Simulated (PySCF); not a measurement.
**La(NH2)3: other functionals and bases at one geometry**

An exercise on one series of results from a longer session: the logs are not shown, and one member is left open.

Program: PySCF 2.14.0. Level of theory: several levels, as the steps say, no spin–orbit coupling. These are calculated values, not measurements.

3 further runs of the same task are left out: 1 for a known fault of the program, 2 that didn't finish.

### The starting structure

10 atoms, charge 0, spin multiplicity 1.

Bond lengths: La1–N2 2.311 Å, La1–N5 2.310 Å, La1–N8 2.310 Å, N2–H3 1.033 Å, N2–H4 1.033 Å, N5–H6 1.033 Å, N5–H7 1.033 Å, N8–H9 1.033 Å, N8–H10 1.033 Å. Angles: N2–La1–N5 120.0°, N2–La1–N8 120.0°, N5–La1–N8 120.1°, La1–N2–H3 127.6°, La1–N2–H4 127.6°, H3–N2–H4 104.7°, La1–N5–H6 127.5°, La1–N5–H7 127.8°, H6–N5–H7 104.7°, La1–N8–H9 127.8°, La1–N8–H10 127.5°, H9–N8–H10 104.7°.

Coordinates:

```xyz
10

La   -0.0015    0.0000    0.0000
N     2.3095   -0.0017   -0.0005
H     2.9406    0.8110    0.0869
H     2.9394   -0.8153   -0.0883
N    -1.1540    1.9903    0.2200
H    -0.7575    2.9383    0.3249
H    -2.1772    2.1313    0.2315
N    -1.1570   -1.9887   -0.2194
H    -2.1804   -2.1282   -0.2306
H    -0.7619   -2.9372   -0.3246
```

Formal oxidation states: La +3. The 4f shell is empty and lies in the core potential. An earlier session relaxed this geometry at BP86, La lcecp-1-SVP with ECP46, N def2-SVP, H def2-SVP (singlet, point group D3h).

At BP86 on the finer grid: E = -199.480830 Eh, HOMO -4.60 eV, LUMO -1.74 eV, Mulliken charge on La1 +0.81 e, largest force component 0.012 eV/Å. The large-core potential holds the 4f shell empty.

Levels to run: HF; M06-L; PBE0; r2SCAN; BP86, TZVP; BP86, x2c-SVP. Hardware: 2 threads of Arm Neoverse V1, shared host.

Set-up of the first run:

File run.py (the lines that set the calculation):

```python
mol = gto.M(atom='''
La    -0.00146     0.00000     0.00000
N      2.30949    -0.00168    -0.00052
H      2.94063     0.81103     0.08695
H      2.93941    -0.81530    -0.08827
N     -1.15404     1.99032     0.21995
H     -0.75753     2.93828     0.32490
H     -2.17718     2.13132     0.23153
N     -1.15702    -1.98865    -0.21943
H     -2.18037    -2.12816    -0.23055
H     -0.76194    -2.93718    -0.32456''',
    basis={'La': 'lcecp-1-SVP', 'N': 'def2-SVP', 'H': 'def2-SVP'},
    ecp={'La': 'lcecp-1-SVP'},
    charge=0, spin=0)
mf = scf.RHF(mol)
mf = mf.density_fit()  # fitting sets: La AutoAux, N def2-universal-JKFIT, H def2-universal-JKFIT
mf.conv_tol = 1e-08; mf.max_cycle = 55
mf.kernel(dm0)  # dm0: the density of the relaxed state
```

Launch:

```console
$ OMP_NUM_THREADS=2 python run.py
```

Steps of the session up to this table: HF; M06-L; PBE0; r2SCAN; BP86, TZVP; BP86, x2c-SVP.

One table of the session follows, with a row left open; its other results are not shown here.

| level | HOMO (eV) | gap (eV) | charge on La1 (e) | largest force component (eV/Å) |
| --- | --- | --- | --- | --- |
| BP86 (relaxed here) | -4.60 | 2.86 | 0.81 | 0.01 |
| HF | ? | ? | ? | ? |
| M06-L | -4.50 | 3.95 | 1.17 | 0.49 |
| PBE0 | -5.80 | 4.70 | 1.01 | 0.46 |
| r2SCAN | -4.74 | 3.38 | 0.97 | 0.37 |
| BP86, TZVP | -4.84 | 3.09 | 1.48 | 0.45 |
| BP86, x2c-SVP | -4.59 | 2.90 | 0.81 | 0.29 |

**Question.** Estimate the row for HF.

The run gave: HOMO (eV): -9.05; gap (eV): 9.84; charge on La1 (e): 1.47; largest force component (eV/Å): 1.55. In the column «HOMO (eV)» it is the lowest.

In one basis the HOMO–LUMO gap runs from 2.86 eV (BP86) to 9.84 eV (HF). The largest leftover force, 1.55 eV/Å with HF, stands at a geometry relaxed at another level. With 4f in the core, its levels are missing from HOMO and gap, and its count is fixed, so no charge can pass from the ligands into it. Total energies of different levels can't be compared.
